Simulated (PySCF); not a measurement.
# OGaF3H2 in PySCF: notebook

Runs on OGaF3H2. Level: PBE0. Tasks: G0W0 quasiparticle levels, excitation energies (Tamm-Dancoff).

All numbers are computed with PySCF 2.14.0; they aren't measurements. Logs are shortened: lines on timing, memory, paths and dates and some standing lists are left out, and cuts for length are marked.

**1. The structure**

The cell holds a molecule in a box, 7 atoms: a = 12.000 Å, b = 13.000 Å, c = 12.000 Å, α = 90.00°, β = 90.00°, γ = 90.00°.

**2. G0W0 quasiparticle levels, PBE0**

Contents of run.py:

```python
import json
import numpy as np
from pyscf.pbc import gto, scf, dft, df

cell = gto.Cell()
cell.a = '''
 12.0000000000    0.0000000000    0.0000000000
  0.0000000000   13.0000000000    0.0000000000
  0.0000000000    0.0000000000   12.0000000000'''
cell.atom = '''
O    4.8319500000    7.1790999800    6.5400000000
Ga   6.2451500400    5.9557000100    5.7162000000
F    6.7019499600    5.2581999600    7.2579999600
F    5.4150500400    4.9448999600    4.5717999600
F    7.2025500000    7.2891000000    5.1014000400
H    4.8234500400    7.0416999900    7.4961999600
H    5.0846499600    8.0971000500    6.3762000000'''
cell.unit = 'A'
cell.basis = '6-31g*'
cell.exp_to_discard = 0
cell.precision = 1e-08
cell.max_memory = 2520  # MB
cell.verbose = 4
cell.build()

res = {}
kpts = cell.make_kpts([1, 1, 1])
mf = dft.KRKS(cell, kpts, xc='pbe0', exxdiv='ewald')
mf = mf.density_fit()
mf.with_df._cderi = 'cderi.h5'  # three-centre integrals saved by an earlier run on this cell, basis and mesh
mf.conv_tol = 1e-08
mf.max_cycle = 60

mf.kernel()
res.update(converged=bool(mf.converged), e_tot=mf.e_tot, nelec=cell.nelectron, nao=cell.nao, mesh=list(map(int, cell.mesh)), a=cell.lattice_vectors().tolist(), coords=cell.atom_coords().tolist(),
           mo_energy=[np.real(x).tolist() for x in mf.mo_energy], mo_occ=[np.real(x).tolist() for x in mf.mo_occ])
import h5py
print('fit functions by k pair:', sorted({v['0'].shape[0] for v in h5py.File(mf.with_df._cderi)['j3c'].values()}))
res.update(kpts=cell.get_scaled_kpts(kpts).tolist())
res['parts'] = {k: float(np.real(v)) for k, v in mf.scf_summary.items() if np.isscalar(v)}
json.dump(res, open('results.json', 'w'))
if not mf.converged:
    raise SystemExit('SCF not converged')

print('levels (eV)')
for i, kp in enumerate(res['kpts'][:40]):
    print('k %7.4f %7.4f %7.4f  ' % tuple(kp), ' '.join('%.3f' % (x * 27.211386) for x in res['mo_energy'][i][:39]))

# Mulliken populations
dm, s = np.asarray(mf.make_rdm1()), np.asarray(mf.get_ovlp())
sites = cell.aoslice_by_atom()[:, 2:]
tot = np.einsum('kij,kji->i', dm, s).real / len(kpts)
res['mulliken'] = [cell.atom_charge(i) - tot[a0:a1].sum() for i, (a0, a1) in enumerate(sites)]
print('Mulliken charges', np.round(res['mulliken'], 5))

from pyscf.pbc.gw.krgw_ac import KRGWAC
gw = KRGWAC(mf, frozen=13)
gw.fc = True
orbs = list(range(31, 37))
gw.kernel(orbs=orbs)
res['orbs'] = orbs
res['qp'] = np.asarray(gw.mo_energy).real.tolist()
res['done'] = True
json.dump(res, open('results.json', 'w'))
```

Potentials or basis: 6-31g* (all-electron).

Run with:

```bash
$ OMP_NUM_THREADS=2 python -u run.py > log
```

The program printed:

```text
Discarded 0 diffused primitive functions, 0 contracted functions

PySCF version 2.14.0

[INPUT] verbose = 4
[INPUT] num. atoms = 7
[INPUT] num. electrons = 68
[INPUT] charge = 0
[INPUT] spin (= nelec alpha-beta = 2S) = 0
[INPUT] symmetry False subgroup None
[INPUT] Mole.unit = A
[INPUT] Symbol           X                Y                Z      unit          X                Y                Z       unit  Magmom
[INPUT]  1 O      4.831950000000   7.179099980000   6.540000000000 AA    9.131062147592  13.566532783071  12.358808854656 Bohr   0.0
[INPUT]  2 Ga     6.245150040000   5.955700010000   5.716200000000 AA   11.801623182417  11.254641898969  10.802052473239 Bohr   0.0
[INPUT]  3 F      6.701949960000   5.258199960000   7.257999960000 AA   12.664849924940   9.936557832599  13.715632136504 Bohr   0.0
[INPUT]  4 F      5.415050040000   4.944899960000   4.571799960000 AA   10.232961526415   9.344506637773   8.639449820698 Bohr   0.0
[INPUT]  5 F      7.202550000000   7.289100000000   5.101400040000 AA   13.610846898486  13.774402694567   9.640248927445 Bohr   0.0
[INPUT]  6 H      4.823450040000   7.041699990000   7.496199960000 AA    9.114999551122  13.306884432453  14.165764899376 Bohr   0.0
[INPUT]  7 H      5.084649960000   8.097100050000   6.376200000000 AA    9.608595863681  15.301301497702  12.049271715452 Bohr   0.0

nuclear repulsion = 155.628050537737
number of shells = 40
number of NR pGTOs = 211
number of NR cGTOs = 92
basis = 6-31g*
ecp = {}
lattice vectors  a1 [22.676713495, 0.000000000, 0.000000000]
                 a2 [0.000000000, 24.566439619, 0.000000000]
                 a3 [0.000000000, 0.000000000, 22.676713495]
dimension = 3
low_dim_ft_type = None
Cell volume = 12632.9
exp_to_discard = 0
rcut = 34.18090322833497 (nimgs = [2 2 2])
precision = 1e-08
pseudo = None
ke_cutoff = 5752557.8794707535
    = [24485 26525 24485] mesh (15902141343125 PWs)

******** <class 'pyscf.pbc.dft.krks.KRKS'> ********
method = KRKS
initial guess = minao
damping factor = 0
level_shift factor = 0
DIIS = <class 'pyscf.scf.diis.CDIIS'>
diis_start_cycle = 1
diis_space = 8
diis_damp = 0
SCF conv_tol = 1e-08
SCF conv_tol_grad = None
SCF max_cycles = 60
direct_scf = True
direct_scf_tol = 1e-13

******** PBC SCF flags ********
N kpts = 1
Exchange divergence treatment (exxdiv) = ewald
    madelung (= occupied orbital energy shift) = 0.12155911601066503
    Total energy shift due to Ewald probe charge = -1/2 * Nelec*madelung = -4.13300994436
DF object = <pyscf.pbc.df.df.GDF object>
XC functionals = pbe0
small_rho_cutoff = 0
radial grids:
    Treutler-Ahlrichs [JCP 102, 346 (1995); DOI:10.1063/1.469408] (M4) radial grids

becke partition: Becke, JCP 88, 2547 (1988); DOI:10.1063/1.454033
pruning grids: <function nwchem_prune>
grids dens level: 3
symmetrized grids: False
atomic radii adjust function: <function treutler_atomic_radii_adjust>
Set gradient conv threshold to 0.0001

******** <class 'pyscf.pbc.df.rsdf_builder._RSNucBuilder'> ********
mesh = [43 47 43] (86903 PWs)
ke_cutoff = 16.92809565338868
omega = 0.5174598520920043
exclude_d_aux = False
exclude_dd_block = True
j2c_eig_always = False
has_long_range = True
tot grids = 97388
cell vol = 12632.8822  sum(weights) = 12704.5541
nelec by numeric integration = 67.99998397075112
init E= -2300.69185503586
  HOMO = -0.4287460453  LUMO = -0.0760076781274  gap/eV = 9.59850
nelec by numeric integration = 67.99999037685558
cycle= 1 E= -2299.67123885428  delta_E= 1.02  |g|= 1.28  |ddm|= 2.59
  HOMO = -0.219634046172  LUMO = -0.00313361716111  gap/eV = 5.89128
nelec by numeric integration = 67.99998810977868
cycle= 2 E= -2299.31637363166  delta_E= 0.355  |g|= 2.02  |ddm|= 2.24
  HOMO = -0.371363978108  LUMO = -0.0206877390038  gap/eV = 9.54239
nelec by numeric integration = 67.99998958639839
cycle= 3 E= -2299.92088666615  delta_E= -0.605  |g|= 0.116  |ddm|= 1.44
  HOMO = -0.36121801774  LUMO = -0.0200472481834  gap/eV = 9.28373
nelec by numeric integration = 67.99998982976729
cycle= 4 E= -2299.92253878871  delta_E= -0.00165  |g|= 0.0622  |ddm|= 0.105
  HOMO = -0.364758998999  LUMO = -0.0181222194403  gap/eV = 9.43247
nelec by numeric integration = 67.99998975490067
cycle= 5 E= -2299.92318741418  delta_E= -0.000649  |g|= 0.00617  |ddm|= 0.0374
  HOMO = -0.364822044198  LUMO = -0.0182145024692  gap/eV = 9.43167
nelec by numeric integration = 67.99998975178698
cycle= 6 E= -2299.9231930253  delta_E= -5.61e-06  |g|= 0.00235  |ddm|= 0.00429
  HOMO = -0.364779758535  LUMO = -0.0181456552491  gap/eV = 9.43239
nelec by numeric integration = 67.99998975511858
cycle= 7 E= -2299.92319367504  delta_E= -6.5e-07  |g|= 0.000419  |ddm|= 0.0013
  HOMO = -0.364782109901  LUMO = -0.0181438142584  gap/eV = 9.43251
nelec by numeric integration = 67.99998975489362
cycle= 8 E= -2299.92319369183  delta_E= -1.68e-08  |g|= 0.000266  |ddm|= 0.000405
  HOMO = -0.364798535375  LUMO = -0.0181455868245  gap/eV = 9.43291
nelec by numeric integration = 67.99998975486754
cycle= 9 E= -2299.92319370288  delta_E= -1.1e-08  |g|= 2.22e-05  |ddm|= 0.000173
  HOMO = -0.3647958442  LUMO = -0.0181445994389  gap/eV = 9.43286
nelec by numeric integration = 67.99998975488431
cycle= 10 E= -2299.92319370297  delta_E= -9e-11  |g|= 3.09e-06  |ddm|= 1.71e-05
  HOMO = -0.36479564076  LUMO = -0.0181448760937  gap/eV = 9.43285
nelec by numeric integration = 67.99998975488484
Extra cycle  E= -2299.92319370297  delta_E= 9.09e-13  |g|= 3.71e-06  |ddm|= 6.5e-06
converged SCF energy = -2299.92319370297
fit functions by k pair: [497]
levels (eV)
k  0.0000  0.0000  0.0000   -10147.909 -1254.455 -1110.736 -1110.633 -1110.629 -672.662 -672.656 -672.629 -525.835 -152.652 -105.607 -105.404 -105.396 -31.340 -31.073 -31.037 -30.996 -23.440 -23.422 -23.414 -23.188 -23.177 -17.630 -14.899 -12.921 -11.998 -11.407 -11.256 -10.355 -10.180 -10.131 -10.072 -10.035 -9.927 -0.494 0.848 2.340 2.529 3.371
Mulliken charges [-0.75955  1.13828 -0.4604  -0.45046 -0.4609   0.49665  0.49637]

******** <class 'pyscf.pbc.gw.krgw_ac.KRGWAC'> ********
method = KRGWAC
GW nocc = 21, nvir = 58, nkpts = 1
frozen orbitals = 13
orbital list = [31, 32, 33, 34, 35, 36]
off-diagonal self-energy = False
GW density matrix = False
density-fitting for exchange = False
outcore for self-energy= False
finite size corrections = True
grids for finite size corrections = False
broadening parameter = 5.000e-03
number of grids = 100
analytic continuation method = pade
imaginary frequency cutoff = 5.0
Pade points = 18
Pade step ratio = 0.667
use perturbative linearized QP eqn = False
QPE max iter = 100
QPE tolerance = 1.0e-06

WARN: GW QP energies may not be sorted from min to max
```

Run time: 54 s. Hardware: 2 threads of Intel Xeon at 2.70GHz, shared host; peak memory 1.9 GiB.

What came out:

```
Free energy                                       : -62584.0984 eV
Gap between the frontier levels, mean-field level : 9.43 eV
Mulliken charges                                  : O -0.76; Ga +1.14; F -0.46, -0.45; H +0.50 e
Quasiparticle gap                                 : 14.28 eV
```

Caveat: the basis is small and the box finite, so much correlation energy is missing and levels can be off by tenths of an eV; Mulliken charges move with the basis; this is a molecule in a periodic box at the Γ point, so its band gap is the HOMO-LUMO gap; total energy, band gap and charges are those of the mean-field reference; relativity is left out, which matters for the heavier elements; the basis of atomic orbitals isn't converged, which shifts pressures, moduli and gaps.

**3. Excitation energies (Tamm-Dancoff), PBE0**

Changes to run.py since step 2:

```diff
@@ -55,9 +55,9 @@
 
-from pyscf.pbc.gw.krgw_ac import KRGWAC
-gw = KRGWAC(mf, frozen=13)
-gw.fc = True
-orbs = list(range(31, 37))
-gw.kernel(orbs=orbs)
-res['orbs'] = orbs
-res['qp'] = np.asarray(gw.mo_energy).real.tolist()
+from pyscf.pbc import tdscf
+td = tdscf.KTDA(mf)
+td.nstates = 5
+td.kshift_lst = [0]
+td.conv_tol = 1e-5
+td.kernel()
+res.update(excitations=np.real(td.e[0]).tolist(), post_converged=bool(np.all(td.converged)))
 res['done'] = True
```

Potentials or basis: 6-31g* (all-electron).

Run with:

```bash
$ OMP_NUM_THREADS=2 python -u run.py > log
```

The program printed:

```text
Discarded 0 diffused primitive functions, 0 contracted functions

PySCF version 2.14.0

[INPUT] verbose = 4
[INPUT] num. atoms = 7
[INPUT] num. electrons = 68
[INPUT] charge = 0
[INPUT] spin (= nelec alpha-beta = 2S) = 0
[INPUT] symmetry False subgroup None
[INPUT] Mole.unit = A
[INPUT] Symbol           X                Y                Z      unit          X                Y                Z       unit  Magmom
[INPUT]  1 O      4.831950000000   7.179099980000   6.540000000000 AA    9.131062147592  13.566532783071  12.358808854656 Bohr   0.0
[INPUT]  2 Ga     6.245150040000   5.955700010000   5.716200000000 AA   11.801623182417  11.254641898969  10.802052473239 Bohr   0.0
[INPUT]  3 F      6.701949960000   5.258199960000   7.257999960000 AA   12.664849924940   9.936557832599  13.715632136504 Bohr   0.0
[INPUT]  4 F      5.415050040000   4.944899960000   4.571799960000 AA   10.232961526415   9.344506637773   8.639449820698 Bohr   0.0
[INPUT]  5 F      7.202550000000   7.289100000000   5.101400040000 AA   13.610846898486  13.774402694567   9.640248927445 Bohr   0.0
[INPUT]  6 H      4.823450040000   7.041699990000   7.496199960000 AA    9.114999551122  13.306884432453  14.165764899376 Bohr   0.0
[INPUT]  7 H      5.084649960000   8.097100050000   6.376200000000 AA    9.608595863681  15.301301497702  12.049271715452 Bohr   0.0

nuclear repulsion = 155.628050537737
number of shells = 40
number of NR pGTOs = 211
number of NR cGTOs = 92
basis = 6-31g*
[... 87 lines left out ...]
nelec by numeric integration = 67.99998975488431
cycle= 10 E= -2299.92319370297  delta_E= -8.87e-11  |g|= 3.09e-06  |ddm|= 1.71e-05
  HOMO = -0.36479564076  LUMO = -0.0181448760937  gap/eV = 9.43285
nelec by numeric integration = 67.99998975488482
Extra cycle  E= -2299.92319370297  delta_E= -9.09e-13  |g|= 3.71e-06  |ddm|= 6.5e-06
converged SCF energy = -2299.92319370297
fit functions by k pair: [497]
levels (eV)
k  0.0000  0.0000  0.0000   -10147.909 -1254.455 -1110.736 -1110.633 -1110.629 -672.662 -672.656 -672.629 -525.835 -152.652 -105.607 -105.404 -105.396 -31.340 -31.073 -31.037 -30.996 -23.440 -23.422 -23.414 -23.188 -23.177 -17.630 -14.899 -12.921 -11.998 -11.407 -11.256 -10.355 -10.180 -10.131 -10.072 -10.035 -9.927 -0.494 0.848 2.340 2.529 3.371
Mulliken charges [-0.75955  1.13828 -0.4604  -0.45046 -0.4609   0.49665  0.49637]

******** <class 'pyscf.pbc.tdscf.krks.TDA'> for <class 'pyscf.pbc.dft.krks.KRKS'> ********
nstates = 5 singlet
deg_eia_thresh = 1.000e-03
kshift_lst = [0]
wfnsym = None
conv_tol = 1e-05
eigh lindep = 1e-12
eigh level_shift = 0
eigh max_cycle = 100

nelec by numeric integration = 67.99998975488482

******** <class 'pyscf.pbc.df.rsdf_builder._RSNucBuilder'> ********
mesh = [43 47 43] (86903 PWs)
ke_cutoff = 16.92809565338868
omega = 0.5174598520920043
exclude_d_aux = False
exclude_dd_block = True
j2c_eig_always = False
has_long_range = True
kshift = 0  Excited State energies (eV)
[7.76452692 7.88956768 7.97753923 8.07978808 8.10215692]
```

It took 1.8 min on 2 threads of Intel Xeon at 2.70GHz, shared host; peak memory 1.9 GiB.

What came out:

```
Free energy                     : -62584.0984 eV
Gap between the frontier levels : 9.43 eV
Mulliken charges                : O -0.76; Ga +1.14; F -0.46, -0.45; H +0.50 e
```

Lowest excitation energies (eV): 7.76, 7.89, 7.98, 8.08, 8.10

Caveat: the basis is small and the box finite, so much correlation energy is missing and levels can be off by tenths of an eV; Mulliken charges move with the basis; the iterative solver can pass over a root and still report convergence; this is a molecule in a periodic box at the Γ point, so its band gap is the HOMO-LUMO gap; total energy, band gap and charges are those of the mean-field reference; relativity is left out, which matters for the heavier elements; the basis of atomic orbitals isn't converged, which shifts pressures, moduli and gaps.
